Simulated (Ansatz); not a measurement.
# One shape, several levels: triplet CH6GeSi

Wanted: a comparison of 3 runs (UCAM-B3LYP/cc-pVDZ, RPA@PBE0/cc-pVDZ, UCCSD/cc-pVDZ) of triplet CH6GeSi. 

The results are computed with Ansatz 0.2.0.

65 further runs of the same task are left out: 65 set aside as unsound or not needed.

### Step 1. Starting point

The species is CH6GeSi (9 atoms), meant as a triplet with charge 0. As SMILES of the parent species, `[CH2]1[SiH2][GeH2]1`. The shape is that of a PBE0-D4/def2-TZVP optimisation. That shape belongs to the parent species and isn't relaxed for this state.

Bond lengths: C1–Si2 1.880 Å, C1–Ge3 2.007 Å, Si2–Ge3 2.297 Å, C1–H4 1.087 Å, C1–H5 1.087 Å, Si2–H6 1.482 Å, Si2–H7 1.482 Å, Ge3–H8 1.529 Å, Ge3–H9 1.529 Å. Some angles: C1–Si2–Ge3 56.4°, Si2–C1–Ge3 72.4°, C1–Ge3–Si2 51.3°, C1–Si2–H6 117.1°, C1–Si2–H7 117.1°, Ge3–Si2–H6 121.0°, Ge3–Si2–H7 120.9°, Si2–C1–H4 117.9°, Si2–C1–H5 117.9°, Ge3–C1–H4 115.8°.

### Step 2. A single-point energy at UCAM-B3LYP/cc-pVDZ (run 1)

input.yaml reads:

```yaml
crystal:
  periodic: [false, false, false]
  atoms:
    - {symbol: C, position_ang: [-0.726700, 0.082100, -0.693700]}
    - {symbol: Si, position_ang: [0.887500, 0.879500, -0.151400]}
    - {symbol: Ge, position_ang: [-0.040700, -0.948100, 0.885700]}
    - {symbol: H, position_ang: [-1.647500, 0.636600, -0.532900]}
    - {symbol: H, position_ang: [-0.737600, -0.453300, -1.639500]}
    - {symbol: H, position_ang: [0.802100, 2.227300, 0.458900]}
    - {symbol: H, position_ang: [2.050400, 0.731400, -1.058000]}
    - {symbol: H, position_ang: [0.399400, -2.377500, 0.568600]}
    - {symbol: H, position_ang: [-0.898400, -0.824300, 2.145300]}
basis:
  gaussian:
    orbitals: cc-pVDZ
output: {orbitals: {seedname: orbitals}}
hamiltonian:
  xc: {name: CAM-B3LYP}
magnetization:
  spin_polarized: true
  initial_magnetization: 2
accuracy: high
```

On the command line:

```console
$ ansatz run input.yaml --threads 1 --pin off --max-ram 3480MiB --events-out events.jsonl --progress --plain --runs-dir runs
```

Standard output:

```text
Warning: RAYON_NUM_THREADS=1 ignored (pool sized by the plan → 1); use --threads N
Functional definition: CAM-B3LYP
  name "CAM-B3LYP"
  parameter alpha = 0.19
  parameter beta = 0.46
  parameter omega = 0.33/bohr
  parameter ac = 0.81
  exchange = (1 - alpha - beta)*b88_x + beta*b88_x_sr(omega) + alpha*exact_x + beta*exact_x_lr(omega)
  correlation = (1 - ac)*vwn5_c + ac*lyp_c
2079 factors; integrals over basis functions are off by at most 4.8e-9 eV
436 factors; integrals over basis functions are off by at most 2.2e-9 eV
mean field evaluation 1: about -65522.2408 eV, gradient 2.7e1 eV
mean field evaluation 2: about -65520.8433 eV, gradient 3.1e1 eV
mean field evaluation 4: about -65526.3308 eV, gradient 9.8e-1 eV
mean field evaluation 8: about -65526.5481 eV, gradient 1.8e-1 eV
mean field evaluation 16: about -65526.5514 eV, gradient 3.6e-3 eV
mean field evaluation 32: about -65526.5514 eV, gradient 5.1e-7 eV
mean field -65526.55136063 eV, -2408.0563470115 hartree, gradient 8.1e-8 eV, S^2 2.003823; 4 other end points of the search recorded, 0 dependent functions left out
reference -65526.55138121 eV, -2408.0563477677 hartree; 30, 28 occupied and 59, 61 virtual orbitals, 2079 factors
Total energy: -65526.55138121 eV, -2408.0563477677 hartree
```

It took 23 s on 1 thread of Arm Neoverse V2, shared host; peak memory 0.57 GiB.

### Step 3. The energy at RPA@PBE0/cc-pVDZ (run 2)

run.yaml reads:

```yaml
crystal:
  periodic: [false, false, false]
  atoms:
    - {symbol: C, position_ang: [-0.726700, 0.082100, -0.693700]}
    - {symbol: Si, position_ang: [0.887500, 0.879500, -0.151400]}
    - {symbol: Ge, position_ang: [-0.040700, -0.948100, 0.885700]}
    - {symbol: H, position_ang: [-1.647500, 0.636600, -0.532900]}
    - {symbol: H, position_ang: [-0.737600, -0.453300, -1.639500]}
    - {symbol: H, position_ang: [0.802100, 2.227300, 0.458900]}
    - {symbol: H, position_ang: [2.050400, 0.731400, -1.058000]}
    - {symbol: H, position_ang: [0.399400, -2.377500, 0.568600]}
    - {symbol: H, position_ang: [-0.898400, -0.824300, 2.145300]}
basis:
  gaussian:
    orbitals: cc-pVDZ
magnetization:
  spin_polarized: true
  initial_magnetization: 2
hamiltonian:
  xc: {name: PBE0}
correlation:
  method: rpa
  frozen_orbitals: {C: 1, Ge: 9, H: 0, Si: 5}
accuracy: high
```

On the command line:

```console
$ ansatz run run.yaml --threads 1 --pin off --max-ram 3480MiB --events-out events.jsonl --progress --plain --runs-dir runs
```

Standard output, shortened:

```text
Warning: RAYON_NUM_THREADS=1 ignored (pool sized by the plan → 1); use --threads N
Functional definition: PBE0
  name "PBE0"
[...]
2079 factors; integrals over basis functions are off by at most 4.8e-9 eV
[...]
mean field -65512.42743581 eV, -2407.5373023477 hartree, gradient 4.7e-8 eV, S^2 2.004629; 4 other end points of the search recorded, 0 dependent functions left out
15 core orbitals not correlated: weight in the atoms' cores, before any rotation towards them, 1.000 or more for the frozen orbitals, at most 0.000 for the correlated occupied ones
reference -65454.19396395 eV, -2405.3972617292 hartree; 15, 13 occupied and 59, 61 virtual orbitals, 2079 factors
Total energy: -65469.98173622 eV, -2405.9774516587 hartree
```

Run time: 32 s. Hardware: 1 thread of Arm Neoverse V2, shared host; peak memory 0.63 GiB.

### Step 4. The energy at UCCSD/cc-pVDZ (run 3)

input.yaml reads:

```yaml
crystal:
  periodic: [false, false, false]
  atoms:
    - symbol: C
      position_ang: [-0.726700, 0.082100, -0.693700]
    - symbol: Si
      position_ang: [0.887500, 0.879500, -0.151400]
    - symbol: Ge
      position_ang: [-0.040700, -0.948100, 0.885700]
    - symbol: H
      position_ang: [-1.647500, 0.636600, -0.532900]
    - symbol: H
      position_ang: [-0.737600, -0.453300, -1.639500]
    - symbol: H
      position_ang: [0.802100, 2.227300, 0.458900]
    - symbol: H
      position_ang: [2.050400, 0.731400, -1.058000]
    - symbol: H
      position_ang: [0.399400, -2.377500, 0.568600]
    - symbol: H
      position_ang: [-0.898400, -0.824300, 2.145300]
basis:
  gaussian:
    orbitals: cc-pVDZ
magnetization:
  spin_polarized: true
  initial_magnetization: 2
correlation:
  method: ccsd
  frozen_orbitals: {C: 1, Ge: 9, H: 0, Si: 5}
accuracy: high
scf:
  omitted_lower_state_checks: [cluster_reference, increment]
```

On the command line:

```console
$ ansatz run input.yaml --threads 1 --pin off --max-ram 3480MiB --events-out events.jsonl --progress --plain --runs-dir runs
```

Standard output:

```text
Warning: RAYON_NUM_THREADS=1 ignored (pool sized by the plan → 1); use --threads N
[... 14 lines left out ...]
15 core orbitals not correlated: weight in the atoms' cores, before any rotation towards them, 1.000 or more for the frozen orbitals, at most 0.000 for the correlated occupied ones
[... 35 lines left out ...]
Total energy: -65465.64717232 eV, -2405.8181593733 hartree
Checks for a lower state left out: cluster_reference, increment
```

It took 67 s on 1 thread of Arm Neoverse V2, shared host; peak memory 0.89 GiB.

### Step 5. Overview of the runs

```csv
run,level,frozen core orbitals,energy (Eh),⟨S²⟩,wall time
1,UCAM-B3LYP/cc-pVDZ,–,-2408.056348,2.004,23 s
2,RPA@PBE0/cc-pVDZ,15,-2405.977452,2.005,32 s
3,UCCSD/cc-pVDZ,15,-2405.818159,2.012,67 s
```

### Step 6. Outcome

```
                                           quantity           value
                                run 3: total energy  -2405.81816 Eh
run 3: correlation energy (15 core orbitals frozen)      -398.2 mEh
           run 3: ⟨S²⟩ of the reference determinant           2.012
                               run 3: T1 diagnostic           0.012
```

All runs together took 2 min, the longest 67 s.
